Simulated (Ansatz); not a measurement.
**HfN (P6_3/mmc): relaxations under a series of pressures from a Python script**

The task is relaxations under a series of pressures, for HfN (P6_3/mmc).

All numbers are computed with Ansatz 0.2.0 through its Python package. Level of theory: DFT PBEsol, plane waves, PAW.

### Step 1. Starting point

The structure is hexagonal, space group P6_3/mmc (No. 194). Conventional cell: a = 3.134 Å, b = 3.134 Å, c = 5.417 Å, α = 90.00°, β = 90.00°, γ = 120.00°. Hf (site symmetry -6m2) has 6 N at 2.26 Å in its first shell of neighbours. N (site symmetry -3m) is surrounded by 6 Hf at 2.26 Å.

The script holds or builds the structure itself.

### Step 2. The script

Input file hfn.py:

```python
"""Cell of HfN under pressure."""

from dataclasses import dataclass
import warnings

import ansatz as az
import numpy as np
import pandas as pd


@dataclass
class Settings:
    xc: str = "pbesol"
    kspacing: float = 0.26
    width_ev: float = 0.15


settings = Settings()

def edges_and_angles(cell):
    cell = np.asarray(cell)
    a, b, c = np.linalg.norm(cell, axis=1)
    cosines = cell[1] @ cell[2] / (b * c), cell[0] @ cell[2] / (a * c), cell[0] @ cell[1] / (a * b)
    return (a, b, c, *np.degrees(np.arccos(cosines)))


def main() -> None:
    warnings.simplefilter("ignore", az.DeckWarning)

    cell = (
        az.Lattice.from_parameters(3.133908, 3.133908, 5.416768, alpha=90.0, beta=90.0, gamma=120.0)
        .atom("Hf", (2 / 3, 1 / 3, 0.75))
        .atom("Hf", (1 / 3, 2 / 3, 0.25))
        .atom("N", (0.0, 0.0, 0.0))
        .atom("N", (0.0, 0.0, 0.5))
    )

    setup = (
        cell.calculation()
        .functional(settings.xc)
        .kpoints(spacing=settings.kspacing)
        .occupations(az.OccupationsMethod.COLD, width=settings.width_ev)
    )

    # H = F + PV, with 1 GPa A^3 = 1/160.21766 eV
    rows = []
    for pressure in [-2, 0, 2, 5, 10]:
        done = setup.relax(cell=True, pressure=pressure, force_tolerance=0.05).run()
        cell = done.lattice.cell_ang
        n_atoms = len(done.lattice.sites)
        volume = abs(np.linalg.det(cell)) / n_atoms
        enthalpy = done.report["free_energy_ev"] / n_atoms + pressure * volume / 160.21766
        rows.append((pressure, volume, enthalpy, *edges_and_angles(cell)))
        print(f"{pressure} GPa done: {volume:.4f} A^3/atom")

    table = pd.DataFrame(rows, columns=["P_GPa", "V_A3_atom", "H_eV_atom", "a", "b", "c", "alpha", "beta", "gamma"])
    print(table.round(4).to_string(index=False))
    p, v = np.array([row[0] for row in rows], float), np.array([row[1] for row in rows])
    print("mean bulk modulus between rows (GPa):", np.round(-np.diff(p) / np.diff(np.log(v)), 1))


if __name__ == "__main__":
    main()
```

### Step 3. The run

Run with:

```
python hfn.py
```

The log of the run:

```text
-2 GPa done: 11.4964 A^3/atom
0 GPa done: 11.4142 A^3/atom
2 GPa done: 11.3327 A^3/atom
5 GPa done: 11.2175 A^3/atom
10 GPa done: 11.0379 A^3/atom
 P_GPa  V_A3_atom  H_eV_atom      a      b      c  alpha  beta  gamma
    -2    11.4964 -7990.2412 3.1331 3.1331 5.4092   90.0  90.0  120.0
     0    11.4142 -7990.0982 3.1256 3.1256 5.3964   90.0  90.0  120.0
     2    11.3327 -7989.9563 3.1181 3.1181 5.3836   90.0  90.0  120.0
     5    11.2175 -7989.7452 3.1075 3.1075 5.3656   90.0  90.0  120.0
    10    11.0379 -7989.3980 3.0906 3.0906 5.3373   90.0  90.0  120.0
mean bulk modulus between rows (GPa): [278.5 279.2 293.6 309.8]
```

It took 1.7 min on 1 thread of Arm Neoverse V2, shared host; peak memory 0.49 GiB.

### Step 4. What each run gave

The 5 runs, in the order started:

| run | pressure asked (GPa) | energy from run 2 (meV/atom) | final volume (Å³/atom) | pressure (GPa) | SCF cycles in all | CPU time (s) |
| --- | --- | --- | --- | --- | --- | --- |
| 1 | -2 | 0.52 | 11.50 | -2.01 | 26 | 13 |
| 2 | 0 | 0.00 | 11.41 | -0.03 | 36 | 18 |
| 3 | 2 | 0.52 | 11.33 | 2.00 | 45 | 23 |
| 4 | 5 | 2.99 | 11.22 | 5.00 | 47 | 23 |
| 5 | 10 | 11.35 | 11.04 | 10.00 | 48 | 24 |

Energies are free energies F = E - TS of the smeared occupations. 

### Step 5. The relaxation of run 1, step by step

Relaxation path:

| step | energy from step 1 (eV/cell) | largest force component (eV/Å) | pressure (GPa) | volume (Å³) |
| --- | --- | --- | --- | --- |
| 1 | 0.0000 | 0.0000 | -2.52 | 46.07 |
| 2 | -0.0017 | 0.0000 | -1.81 | 45.95 |
| 3 | -0.0016 | 0.0000 | -2.00 | 45.99 |
| 4 | -0.0012 | 0.0000 | -2.01 | 45.99 |

Step 1 is the start. Step 4 repeats the geometry before it on a plane-wave basis chosen anew for that cell, so its energy need not be comparable with the rows above. Step 2 was tried and not accepted.

«Before» is this run's own start.

|  | before | after | change |
| --- | --- | --- | --- |
| a (Å) | 3.134 | 3.133 | 0.0 % |
| b (Å) | 3.134 | 3.133 | 0.0 % |
| c (Å) | 5.417 | 5.409 | -0.1 % |
| volume (Å³/atom) | 11.52 | 11.50 | -0.2 % |
| shortest distance (Å) | 2.260 | 2.259 | -0.1 % |
| space group (0.01 Å) | P6_3/mmc | P6_3/mmc | same |

Forces and stress were held to the start's 24 operations: a distortion of lower symmetry was not tested.

Under a set pressure the enthalpy E + pV is minimised, so E itself may rise.

### Step 6. The relaxation of run 5, step by step

Relaxation path:

| step | E - E(step 1) (eV/cell) | largest force component (eV/Å) | pressure (GPa) | volume (Å³) |
| --- | --- | --- | --- | --- |
| 1 | 0.0000 | 0.0000 | -2.52 | 46.07 |
| 2 | 0.1475 | 0.0000 | 19.62 | 42.94 |
| 3 | 0.0366 | 0.0000 | 9.73 | 44.21 |
| 4 | 0.0313 | 0.0000 | 9.36 | 44.26 |
| 5 | 0.0356 | 0.0000 | 9.98 | 44.17 |
| 6 | 0.0407 | 0.0000 | 9.84 | 44.17 |
| 7 | 0.0420 | 0.0000 | 10.00 | 44.15 |
| 8 | 0.0421 | 0.0000 | 10.00 | 44.15 |

Step 1 is the start. Steps 6, 8 each repeat the geometry before them on a plane-wave basis chosen anew, so the energy can jump there without any move.

«Before» is this run's own start.

|  | before | after | change |
| --- | --- | --- | --- |
| a (Å) | 3.134 | 3.091 | -1.4 % |
| b (Å) | 3.134 | 3.091 | -1.4 % |
| c (Å) | 5.417 | 5.337 | -1.5 % |
| volume (Å³/atom) | 11.52 | 11.04 | -4.2 % |
| shortest distance (Å) | 2.260 | 2.228 | -1.4 % |
| space group (0.01 Å) | P6_3/mmc | P6_3/mmc | same |

The run keeps the 24 symmetry operations of the start, so it could not have lowered the symmetry.

Under a set pressure the enthalpy E + pV is minimised, so E itself may rise.

### Step 7. Summary of results

```
                                   quantity               value
bulk modulus between neighbouring pressures  278.5 to 309.8 GPa
                              runs compared                   5
                            range of energy      11.35 meV/atom
```

The crystal stiffens as it is compressed. The volume falls from 11.50 Å³ an atom at -2 GPa to 11.04 at 10 GPa, by 4.0 %. Between -2 and 0 GPa, -V dP/dV is about 278 GPa, a mean over that step. In run 1, over 1 move the cell shrank by 0.2 % in volume under the -2 GPa asked, and the space group stayed P6_3/mmc. In run 5, the volume shrank by 4.2 % over 5 moves under the 10 GPa asked, and the space group stayed P6_3/mmc. What to keep in mind:
- Spin is left out of this run.
- At a fixed pressure a relaxation lowers the enthalpy F + PV, while F alone can rise.
- The mesh is modest for a metal, so energies can be off by several to tens of meV an atom and pressures by half a GPa or more; differences at equal mesh fare better.
- Spin-orbit coupling, which matters for elements this heavy, is left out.
- This cell is a computed structure, which may not be the phase found in nature.
- Symmetry holds the cell in this phase, so another phase that may be stable under pressure is not reached.
